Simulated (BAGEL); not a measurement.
# UHF/STO-3G (density fitting with qzvpp-jkfit) run of CH3AlBr (SMILES [CH3][Al][Br])

What is the vertical doublet–quartet gap of CH3AlBr at UHF/STO-3G (density fitting with qzvpp-jkfit)? 

The calculation is run with BAGEL 1.2.2.

## 1. The molecule

CH3AlBr: 6 atoms, total charge 0, spin state doublet. As SMILES, `[CH3][Al][Br]`. Geometry: relaxed at PBE0-D4/def2-TZVP.

Bond lengths: C1–Al2 1.965 Å, Al2–Br3 2.287 Å, C1–H4 1.094 Å, C1–H5 1.093 Å, C1–H6 1.094 Å. Angles: C1–Al2–Br3 117.6°, Al2–C1–H4 110.3°, Al2–C1–H5 110.3°, Al2–C1–H6 110.4°, H4–C1–H5 109.1°, H4–C1–H6 107.5°, H5–C1–H6 109.1°.

## 2. The energy at UHF/STO-3G (density fitting with qzvpp-jkfit)

The input, job.json:

```json
{ "bagel": [

{
  "title": "molecule",
  "basis": "sto-3g",
  "df_basis": "qzvpp-jkfit",
  "angstrom": true,
  "geometry": [
    { "atom": "C", "xyz": [   -0.392100,    0.512200,   -0.308600 ] },
    { "atom": "Al", "xyz": [    1.119900,   -0.742300,   -0.306600 ] },
    { "atom": "Br", "xyz": [    1.361500,   -2.105700,    1.514100 ] },
    { "atom": "H", "xyz": [   -0.031400,    1.541900,   -0.384000 ] },
    { "atom": "H", "xyz": [   -0.975800,    0.403700,    0.608700 ] },
    { "atom": "H", "xyz": [   -1.039900,    0.326200,   -1.169800 ] }
  ]
},
{
  "title": "uhf",
  "nopen": 1
},
{
  "title": "print",
  "file": "orbitals.molden",
  "orbitals": true
}

]}
```

Run with:

```bash
$ BAGEL_NUM_THREADS=1 BAGEL job.json > job.out
```

The program printed:

```text
* using 1 threads per process

  ===============================================================
  ===============================================================

  *** Geometry ***

  { "atom" : "C", "xyz" : [     -0.740962,      0.967918,     -0.583169 ] },
  { "atom" : "Al", "xyz" : [      2.116304,     -1.402744,     -0.579390 ] },
  { "atom" : "Br", "xyz" : [      2.572862,     -3.979196,      2.861234 ] },
  { "atom" : "H", "xyz" : [     -0.059337,      2.913769,     -0.725655 ] },
  { "atom" : "H", "xyz" : [     -1.843995,      0.762882,      1.150276 ] },
  { "atom" : "H", "xyz" : [     -1.965126,      0.616429,     -2.210602 ] },

  Number of auxiliary basis functions:      523

  Since a DF basis is specified, we compute 2- and 3-index integrals:
    o Being stored without compression. Storage requirement is 0.005 GB

  Number of basis functions:       35
  Number of electrons      :       57

    * METHOD: MOLECULE                             0.20

  *** Open-shell HF ***

  === Nuclear Repulsion ===
   188.2209329075

      * DIIS with orbital gradients will be used.

  === UHF iteration (sto-3g) ===
      0      -2822.81380830          0.01391199           0.07
      1      -2822.86448328          0.00348349           0.07
      2      -2822.87042660          0.00168726           0.07
      3      -2822.87242380          0.00059669           0.07
      4      -2822.87276413          0.00019523           0.07
      5      -2822.87283040          0.00005819           0.07
      6      -2822.87284753          0.00002251           0.07
      7      -2822.87285194          0.00000564           0.07
      8      -2822.87285226          0.00000191           0.07
      9      -2822.87285233          0.00000043           0.07
     10      -2822.87285234          0.00000024           0.07
     11      -2822.87285235          0.00000005           0.07
     12      -2822.87285235          0.00000002           0.07
     13      -2822.87285235          0.00000001           0.07
     14      -2822.87285235          0.00000000           0.07
    * SCF iteration converged.

    * S^2 (UHF) is 0.7560

    * Permanent dipole moment:
           (   -0.279257,    -0.635270,     1.356537) a.u.

    * METHOD: UHF                                  1.15

    * METHOD: PRINT                                0.00

  ===============================================================
```

Wall time 1.5 s (1 thread of Arm Neoverse V1, shared host); peak memory 0.081 GiB.

## 3. The quartet

The input, calc.json:

```json
{ "bagel": [

{
  "title": "molecule",
  "basis": "sto-3g",
  "df_basis": "qzvpp-jkfit",
  "angstrom": true,
  "geometry": [
    { "atom": "C", "xyz": [   -0.392100,    0.512200,   -0.308600 ] },
    { "atom": "Al", "xyz": [    1.119900,   -0.742300,   -0.306600 ] },
    { "atom": "Br", "xyz": [    1.361500,   -2.105700,    1.514100 ] },
    { "atom": "H", "xyz": [   -0.031400,    1.541900,   -0.384000 ] },
    { "atom": "H", "xyz": [   -0.975800,    0.403700,    0.608700 ] },
    { "atom": "H", "xyz": [   -1.039900,    0.326200,   -1.169800 ] }
  ]
},
{ "title": "uhf", "nopen": 3 },
{ "title": "print", "file": "orbitals.molden", "orbitals": true }

]}
```

Run with:

```bash
$ BAGEL_NUM_THREADS=1 BAGEL calc.json > calc.out
```

The program printed:

```text
* using 1 threads per process

  ===============================================================
  ===============================================================

  *** Geometry ***

  { "atom" : "C", "xyz" : [     -0.740962,      0.967918,     -0.583169 ] },
  { "atom" : "Al", "xyz" : [      2.116304,     -1.402744,     -0.579390 ] },
  { "atom" : "Br", "xyz" : [      2.572862,     -3.979196,      2.861234 ] },
  { "atom" : "H", "xyz" : [     -0.059337,      2.913769,     -0.725655 ] },
  { "atom" : "H", "xyz" : [     -1.843995,      0.762882,      1.150276 ] },
  { "atom" : "H", "xyz" : [     -1.965126,      0.616429,     -2.210602 ] },

  Number of auxiliary basis functions:      523

  Since a DF basis is specified, we compute 2- and 3-index integrals:
    o Being stored without compression. Storage requirement is 0.005 GB

  Number of basis functions:       35
  Number of electrons      :       57

    * METHOD: MOLECULE                             0.21

  *** Open-shell HF ***

  === Nuclear Repulsion ===
   188.2209329075

      * DIIS with orbital gradients will be used.

  === UHF iteration (sto-3g) ===
      0      -2822.56436150          0.01264934           0.07
      1      -2822.59700314          0.00428781           0.07
      2      -2822.60182969          0.00164591           0.07
      3      -2822.60302237          0.00079860           0.07
      4      -2822.60357205          0.00039858           0.07
      5      -2822.60384033          0.00020565           0.07
      6      -2822.60391232          0.00005811           0.07
      7      -2822.60391830          0.00004616           0.07
      8      -2822.60392168          0.00003576           0.07
      9      -2822.60392546          0.00002048           0.07
     10      -2822.60392645          0.00000731           0.07
     11      -2822.60392666          0.00000334           0.07
     12      -2822.60392672          0.00000123           0.07
     13      -2822.60392672          0.00000024           0.07
     14      -2822.60392672          0.00000013           0.07
     15      -2822.60392672          0.00000007           0.07
     16      -2822.60392672          0.00000003           0.07
     17      -2822.60392672          0.00000001           0.07
     18      -2822.60392672          0.00000001           0.07
    * SCF iteration converged.

    * S^2 (UHF) is 3.7602

    * Permanent dipole moment:
           (    0.843356,    -1.406487,     1.107476) a.u.

    * METHOD: UHF                                  1.41

    * METHOD: PRINT                                0.00

  ===============================================================
```

Wall time 1.8 s (1 thread of Arm Neoverse V1, shared host); peak memory 0.081 GiB.

## 4. Summary of results

Level: UHF/STO-3G (density fitting with qzvpp-jkfit).

| quantity | value |
| --- | --- |
| doublet: total energy | -2822.87285 Eh |
| doublet: dipole moment | 3.87 D |
| doublet: ⟨S²⟩ | 0.756 |
| quartet: total energy | -2822.60393 Eh |
| quartet: dipole moment | 5.03 D |
| quartet: ⟨S²⟩ | 3.760 |
| vertical energy of the quartet above the doublet | 7.318 eV |

In words: At this shape the quartet lies 7.32 eV (169 kcal/mol) above the doublet. In a minimal basis such a difference can be off by several eV, whatever the method.
